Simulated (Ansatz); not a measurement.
# C2H7InOSi: a ladder of functionals and wavefunction methods

An exercise on one series of results from a longer session: the logs are not shown, and one member is left open.

Program: Ansatz 0.2.0, Gaussian basis. Level of theory: functionals in def2-TZVPP, the program's frozen cores in correlated methods. These are calculated values, not measurements.

Levels to be run: PBE-D4, r2SCAN-D4, PBE0-D4, B3LYP-D4, ωB97X-V, ωB97M-V, B2PLYP; CCSD(T)/def2-TZVPP; MP2/def2-QZVPP; extrapolation to the limit.

## Structure used throughout

An earlier PBE0-D4 in a triple-zeta def2 set relaxation fixed the geometry. In takes the def2 core potential; no spin-orbit term is included.

12 atoms, charge 0, spin multiplicity 1.

Atoms are counted from 1 here; the program's logs count them from 0.

Bond lengths: C1–Si3 1.854 Å, C1–H6 1.092 Å, C1–H7 1.093 Å, C1–H8 1.092 Å, In2–C4 2.333 Å, Si3–O5 1.631 Å, Si3–H9 1.506 Å, Si3–H10 1.506 Å, C4–O5 1.445 Å, C4–H11 1.099 Å, C4–H12 1.099 Å. Angles: Si3–C1–H6 110.6°, Si3–C1–H7 110.6°, Si3–C1–H8 110.6°, H6–C1–H7 108.3°, H6–C1–H8 108.3°, H7–C1–H8 108.3°, C1–Si3–O5 111.2°, C1–Si3–H9 111.3°, C1–Si3–H10 111.3°, O5–Si3–H9 109.6°, O5–Si3–H10 109.7°, H9–Si3–H10 103.4°, In2–C4–O5 121.2°, In2–C4–H11 106.4°, In2–C4–H12 106.4°, O5–C4–H11 107.8°, O5–C4–H12 107.8°, H11–C4–H12 106.5° and more.

The first run:

in.yaml reads:

```yaml
crystal:
  periodic: [false, false, false]
  atoms:
    - {symbol: C, position_ang: [-1.682858, 1.309600, 0.203581]}
    - {symbol: In, position_ang: [1.137722, -2.804208, -0.467107]}
    - {symbol: Si, position_ang: [-0.467375, -0.073427, -0.016734]}
    - {symbol: C, position_ang: [1.960332, -0.655882, -0.078105]}
    - {symbol: O, position_ang: [1.067568, 0.465373, 0.101762]}
    - {symbol: H, position_ang: [-1.534950, 2.076728, -0.559728]}
    - {symbol: H, position_ang: [-2.706979, 0.936954, 0.122501]}
    - {symbol: H, position_ang: [-1.563021, 1.774188, 1.184807]}
    - {symbol: H, position_ang: [-0.659763, -0.765899, -1.340442]}
    - {symbol: H, position_ang: [-0.698277, -1.171149, 0.988469]}
    - {symbol: H, position_ang: [2.597288, -0.724945, 0.814851]}
    - {symbol: H, position_ang: [2.627314, -0.422536, -0.919855]}
basis:
  gaussian: {orbitals: def2-TZVPP}
hamiltonian: {xc: pbe, dispersion: d4}
output: {forces: true, orbitals: {seedname: orbitals}}
```

Launch:

```bash
$ ansatz run in.yaml --threads 2 --pin off --events-out ev --progress --plain --max-ram 22528MiB --backend cuda --devices 0, --max-vram 18GiB
```

Steps of the session up to this table: PBE-D4 (GGA); r2SCAN-D4 (meta-GGA); PBE0-D4 (hybrid); B3LYP-D4 (hybrid); ωB97X-V (range-separated); ωB97M-V (range-separated); B2PLYP (double hybrid); CCSD(T) in def2-TZVPP; MP2 in def2-QZVPP.

One table of the session follows, with a row left open; its other results are not shown here.

```
            method  atomisation energy (eV)
            PBE-D4                   43.596
         r2SCAN-D4                   43.129
           PBE0-D4                   42.948
          B3LYP-D4                        ?
           ωB97X-V                   43.185
           ωB97M-V                   43.153
            B2PLYP                   42.498
     HF/def2-TZVPP                   31.346
    MP2/def2-TZVPP                   42.528
   CCSD/def2-TZVPP                   41.450
CCSD(T)/def2-TZVPP                   42.064
           MP2/CBS                   43.672
       CCSD(T)/CBS                   43.209
```

**Question.** Estimate the row for B3LYP-D4.

The run gave: atomisation energy (eV): 43.020. In the column «atomisation energy (eV)» it lies between PBE0-D4 (42.948) and r2SCAN-D4 (43.129).
